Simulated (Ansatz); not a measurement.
**CH4BFO: one species, many methods**

An exercise on one series of results from a longer session: the logs are not shown, and one member is left open.

Computed with Ansatz 0.2.0, Gaussian basis. Level: functionals in def2-TZVPP, the program's frozen cores in correlated methods.

Levels to be run: PBE-D4, r2SCAN-D4, PBE0-D4, B3LYP-D4, ωB97X-V, ωB97M-V, B2PLYP; CCSD(T)/def2-TZVPP; CCSD(T)/def2-QZVPP; extrapolation to the limit.

### Structure used throughout

The geometry comes from an earlier relaxation with PBE0-D4 in a triple-zeta def2 set; it is a stationary point, not always the lowest conformer.

8 atoms, charge 0, spin multiplicity 1.

Atoms are counted from 1 here; the program's logs count them from 0.

Bond lengths: O1–C2 1.415 Å, O1–H5 0.960 Å, C2–B3 1.561 Å, C2–H6 1.098 Å, C2–H7 1.105 Å, B3–F4 1.322 Å, B3–H8 1.204 Å. Angles: C2–O1–H5 108.7°, O1–C2–B3 116.1°, O1–C2–H6 107.6°, O1–C2–H7 111.1°, B3–C2–H6 108.8°, B3–C2–H7 108.0°, H6–C2–H7 104.5°, C2–B3–F4 119.2°, C2–B3–H8 123.4°, F4–B3–H8 117.3°.

The first run:

File in.yaml:

```yaml
crystal:
  periodic: [false, false, false]
  atoms:
    - {symbol: O, position_ang: [0.158224, 1.289717, -0.912526]}
    - {symbol: C, position_ang: [0.384891, 0.448980, 0.202937]}
    - {symbol: B, position_ang: [-0.476998, -0.850631, 0.268272]}
    - {symbol: F, position_ang: [-0.395059, -1.626488, 1.336111]}
    - {symbol: H, position_ang: [-0.116714, 0.747746, -1.655489]}
    - {symbol: H, position_ang: [0.201668, 1.041938, 1.108604]}
    - {symbol: H, position_ang: [1.448991, 0.157877, 0.272908]}
    - {symbol: H, position_ang: [-1.204992, -1.209149, -0.620827]}
basis:
  gaussian: {orbitals: def2-TZVPP}
hamiltonian: {xc: pbe, dispersion: d4}
output: {forces: true, orbitals: {seedname: orbitals}}
```

On the command line:

```sh
$ ansatz run in.yaml --threads 2 --pin off --events-out ev --progress --plain --max-ram 32768MiB --backend cpu
```

Among the steps run: PBE-D4 (GGA); r2SCAN-D4 (meta-GGA); PBE0-D4 (hybrid); B3LYP-D4 (hybrid); ωB97X-V (range-separated); ωB97M-V (range-separated); B2PLYP (double hybrid); CCSD(T) in def2-TZVPP; CCSD(T) in def2-QZVPP.

One table of the session follows, with a row left open; its other results are not shown here.

```
            method  atomisation energy (kcal/mol)
            PBE-D4                          761.1
         r2SCAN-D4                          746.8
           PBE0-D4                              ?
          B3LYP-D4                          743.7
           ωB97X-V                          744.0
           ωB97M-V                          746.6
            B2PLYP                          738.1
     HF/def2-TZVPP                          548.8
    MP2/def2-TZVPP                          743.1
   CCSD/def2-TZVPP                          714.2
CCSD(T)/def2-TZVPP                          724.5
           MP2/CBS                          761.2
       CCSD(T)/CBS                          741.9
```

**Question.** Estimate the row for PBE0-D4.

As computed: atomisation energy (kcal/mol): 744.2. In the column «atomisation energy (kcal/mol)» it lies between ωB97X-V (744.0) and ωB97M-V (746.6).
